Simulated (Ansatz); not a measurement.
NiGe: relaxation of cell and atoms with PBEsol

The system is NiGe.

```
Ge Ni
1.0
     5.38100    0.00000    0.00000
     0.00000    3.42800    0.00000
     0.00000    0.00000    5.81100
Ge Ni
4 4
Direct
  0.31200 0.75000 0.91700
  0.68800 0.25000 0.08300
  0.18800 0.25000 0.41700
  0.81200 0.75000 0.58300
  0.49500 0.75000 0.31000
  0.50500 0.25000 0.69000
  0.00500 0.25000 0.81000
  0.99500 0.75000 0.19000
```

- Program: Ansatz 0.2.0
- Task: relaxation of cell and atoms
- Functional: PBEsol
- Potentials or basis: Ansatz PAW
- Cutoff: 420 eV (not typed: the program's choice for these potentials)
- k mesh: 5 × 8 × 5
- Occupations: fermi-dirac, width 0.05 eV
- Spin: collinear spin, ferromagnetic start
- Starting moments: [0.0, 0.0, 0.0, 0.0, 1.0, 1.0, 1.0, 1.0] μB
- Target pressure (GPa): 0

```yaml
Relaxed_volume: 13.10 Å³/atom
Relaxed_cell: a = 5.249 Å, b = 3.487 Å, c = 5.728 Å, α = 90.00°, β = 90.00°, γ = 90.00°
Space_group_after_relaxing_to_0.05_Å: Pnma (No. 62)
Energy_gained_by_relaxing: 6.8 meV/atom
Ionic_steps: 6
Pressure_after_relaxing: 0.0 GPa
Largest_force_after_relaxing: 0.005 eV/Å
Band_gap_on_the_k_mesh: none (metal or under the smearing width)
Net_moment: 0.00 μB per cell
Absolute_moment: 0.00 μB per cell
```

Forces on the atoms (eV/Å):
```
Ge   0.002  0.000  0.002
Ge  -0.002  0.000 -0.002
Ge  -0.002  0.000  0.002
Ge   0.002  0.000 -0.002
Ni   0.004  0.000 -0.002
Ni  -0.004  0.000  0.002
Ni  -0.004  0.000 -0.002
Ni   0.004  0.000  0.002
```

The path:
```tsv
step	energy change (eV)	largest force (eV/Å)	volume (Å³)
1	0.0000	0.1799	107.19
2	-0.0369	0.1265	105.57
3	-0.0483	0.0177	104.24
4	-0.0548	0.0150	104.90
5	-0.0555	0.0050	104.82
6	-0.0547	0.0050	104.82
```

Final structure:
```
Ge Ni
1.0
     5.24901    0.00000    0.00000
     0.00000    3.48666    0.00000
     0.00000    0.00000    5.72760
Ge Ni
4 4
Direct
  0.31120 0.75000 0.90905
  0.68880 0.25000 0.09095
  0.18880 0.25000 0.40905
  0.81120 0.75000 0.59095
  0.49256 0.75000 0.30999
  0.50744 0.25000 0.69001
  0.00744 0.25000 0.80999
  0.99256 0.75000 0.19001
```

Levels at points of the mesh, in eV from the Fermi level:
Spin up:
| k point | band 61 | band 62 | band 63 | band 64 | band 65 | band 66 | band 67 | band 68 |
| --- | --- | --- | --- | --- | --- | --- | --- | --- |
| (0.00, 0.00, 0.00) | -1.65 | -1.26 | -1.07 | -0.80 | 0.76 | 0.89 | 3.68 | 3.99 |
| (0.00, -0.50, 0.00) | -1.70 | -1.70 | -1.27 | -1.27 | -0.52 | -0.52 | 2.05 | 2.05 |
Spin down:
| k point | band 62 | band 63 | band 64 | band 65 | band 66 | band 67 |
| --- | --- | --- | --- | --- | --- | --- |
| (0.00, 0.00, 0.00) | -1.26 | -1.07 | -0.80 | 0.76 | 0.89 | 3.68 |
| (0.00, -0.50, 0.00) | -1.70 | -1.27 | -1.27 | -0.52 | -0.52 | 2.05 |

It took 36 s on 4 threads of AMD EPYC 9R45 96-Core Processor (Zen 5) (shared host), peak memory 0.97 GiB.

Caveat: the plane-wave basis is chosen anew once the cell has moved, so the energies of steps on either side of that aren't comparable; the PAW data sets come from PBE, with cores solved anew for the run's functional, which leaves a small shift of forces and pressure; the starting moments weren't kept.
